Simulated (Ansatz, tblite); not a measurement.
# SnMe2 (C2H6Sn): rung by rung

One table from this session's results is given with a row withheld; the runs are named, their logs left out.

Computed with Ansatz 0.2.0, Gaussian basis. Level: as each input shows.

Levels to be run: GFN1-xTB, GFN2-xTB, PBE-D4/def2-TZVP, r2SCAN-D4/def2-TZVP, PBE-QIDH/def2-TZVP, ωB97X-V/def2-TZVP, revPBE-D4/def2-TZVP, r2SCAN0-D4/def2-TZVP, r2SCANh-D4/def2-TZVP, BLYP-D4/def2-TZVP, LDA/def2-TZVP, PBE-D4/def2-SVP, PBE0-D4/def2-SVP, PBE0-D4/def2-TZVPD, PBE-D4/def2-TZVPD, r2SCAN-D4/def2-TZVPD, CCSD(T)/def2-TZVPP, MP2/def2-TZVP, RPA/def2-TZVP.

### The relaxed structure

The geometry is that of the singlet, from an earlier relaxation (PBE0-D4/def2-TZVP).

9 atoms, charge 0, spin multiplicity 1.

Bond lengths: Sn1–C2 2.190 Å, Sn1–C6 2.190 Å, C2–H3 1.095 Å, C2–H4 1.095 Å, C2–H5 1.090 Å, C6–H7 1.095 Å, C6–H8 1.095 Å, C6–H9 1.090 Å. Angles: C2–Sn1–C6 93.0°, Sn1–C2–H3 109.2°, Sn1–C2–H4 109.5°, Sn1–C2–H5 112.9°, H3–C2–H4 107.1°, H3–C2–H5 108.9°, H4–C2–H5 109.1°, Sn1–C6–H7 109.1°, Sn1–C6–H8 109.7°, Sn1–C6–H9 112.9°, H7–C6–H8 107.1°, H7–C6–H9 108.9°, H8–C6–H9 109.1°.

As a file:

```mol
C2H6Sn
  3D, bonds by distance, orders not assigned

  9  8  0  0  0  0  0  0  0  0999 V2000
    0.0032    0.0116   -1.5285 Sn  0  0
    1.5883   -0.0127   -0.0173 C   0  0
    1.4873   -0.9141    0.5963 H   0  0
    1.4700    0.8462    0.6514 H   0  0
    2.5880    0.0092   -0.4518 H   0  0
   -1.5882    0.0117   -0.0236 C   0  0
   -1.4985    0.9130    0.5921 H   0  0
   -1.4643   -0.8471    0.6438 H   0  0
   -2.5858   -0.0177   -0.4624 H   0  0
  1  2  8  0
  1  6  8  0
  2  3  8  0
  2  4  8  0
  2  5  8  0
  6  7  8  0
  6  8  8  0
  6  9  8  0
M  END
```

Sn takes a core potential in the def2 sets. No spin-orbit coupling is included.

PBE0-D4/def2-TZVP was run before; its log isn't repeated, and its numbers join the tables.

Set-up of the first run:

Tight binding, by tblite at 300 K electronic temperature and without a spin-polarisation term:

```python
tblite.interface.Calculator('GFN1-xTB', numbers, positions, charge=0, uhf=0).singlepoint()
```

Tight binding, by tblite at 300 K electronic temperature and without a spin-polarisation term:

```python
tblite.interface.Calculator('GFN2-xTB', numbers, positions, charge=0, uhf=0).singlepoint()
```

start.molden holds the orbitals of an earlier run on this state, given as this run's starting guess.

The input, in.yaml:

```yaml
crystal:
  periodic: [false, false, false]
  atoms:
    - {symbol: Sn, position_ang: [0.003173, 0.011591, -1.528500]}
    - {symbol: C, position_ang: [1.588308, -0.012661, -0.017287]}
    - {symbol: H, position_ang: [1.487316, -0.914116, 0.596335]}
    - {symbol: H, position_ang: [1.470003, 0.846189, 0.651359]}
    - {symbol: H, position_ang: [2.587982, 0.009156, -0.451843]}
    - {symbol: C, position_ang: [-1.588181, 0.011674, -0.023626]}
    - {symbol: H, position_ang: [-1.498490, 0.913036, 0.592132]}
    - {symbol: H, position_ang: [-1.464292, -0.847135, 0.643833]}
    - {symbol: H, position_ang: [-2.585830, -0.017733, -0.462394]}
basis:
  gaussian: {orbitals: def2-TZVP, initial_orbitals: start.molden}
hamiltonian: {xc: pbe, dispersion: d4}
scf: {omitted_lower_state_checks: [starts]}
output: {orbitals: {seedname: orbitals}}
```

Started as:

```console
$ ansatz run in.yaml --threads 4 --pin off --events-out ev --progress --plain --max-ram 3916MiB
```

Among the steps run: PBE-D4/def2-TZVP; r2SCAN-D4/def2-TZVP; PBE-QIDH/def2-TZVP; ωB97X-V/def2-TZVP; revPBE-D4/def2-TZVP; r2SCAN0-D4/def2-TZVP; r2SCANh-D4/def2-TZVP; BLYP-D4/def2-TZVP; LDA/def2-TZVP; PBE-D4/def2-SVP; PBE0-D4/def2-SVP; PBE0-D4/def2-TZVPD; PBE-D4/def2-TZVPD; r2SCAN-D4/def2-TZVPD; CCSD(T)/def2-TZVPP; MP2/def2-TZVP; RPA/def2-TZVP.

One of the session's tables, all rows but one given; the rest of the session is left out.

| level | HOMO (eV) | LUMO (eV) | gap (eV) |
| --- | --- | --- | --- |
| LDA/def2-TZVP | -5.15 | -3.30 | 1.84 |
| PBE-D4/def2-SVP | -4.88 | -2.99 | 1.88 |
| PBE-D4/def2-TZVP | -4.98 | -3.05 | 1.92 |
| PBE-D4/def2-TZVPD | -5.01 | -3.08 | 1.93 |
| revPBE-D4/def2-TZVP | -4.92 | -2.95 | 1.97 |
| BLYP-D4/def2-TZVP | -4.87 | -3.02 | 1.85 |
| r2SCAN-D4/def2-TZVP | -5.18 | -2.92 | 2.27 |
| r2SCAN-D4/def2-TZVPD | -5.20 | -2.93 | 2.27 |
| r2SCANh-D4/def2-TZVP | -5.54 | -2.64 | 2.90 |
| PBE0-D4/def2-SVP | -5.85 | -2.25 | 3.60 |
| PBE0-D4/def2-TZVP | -5.92 | -2.30 | 3.62 |
| PBE0-D4/def2-TZVPD | -5.94 | -2.32 | 3.62 |
| r2SCAN0-D4/def2-TZVP | ? | ? | ? |
| ωB97X-V/def2-TZVP | -8.04 | -0.40 | 7.64 |

Q: Estimate the row for r2SCAN0-D4/def2-TZVP from the others.

Worked estimate for «HOMO (eV)». Against the share of exact exchange, r2SCAN-D4/def2-TZVP (0, -5.18), r2SCANh-D4/def2-TZVP (0.1, -5.54) give a slope of -3.60 per unit share; at 0.25 the line stands at -6.08.

The run gave: HOMO (eV): -6.07; LUMO (eV): -2.23; gap (eV): 3.83. In «HOMO (eV)» the line misses by -0.01.
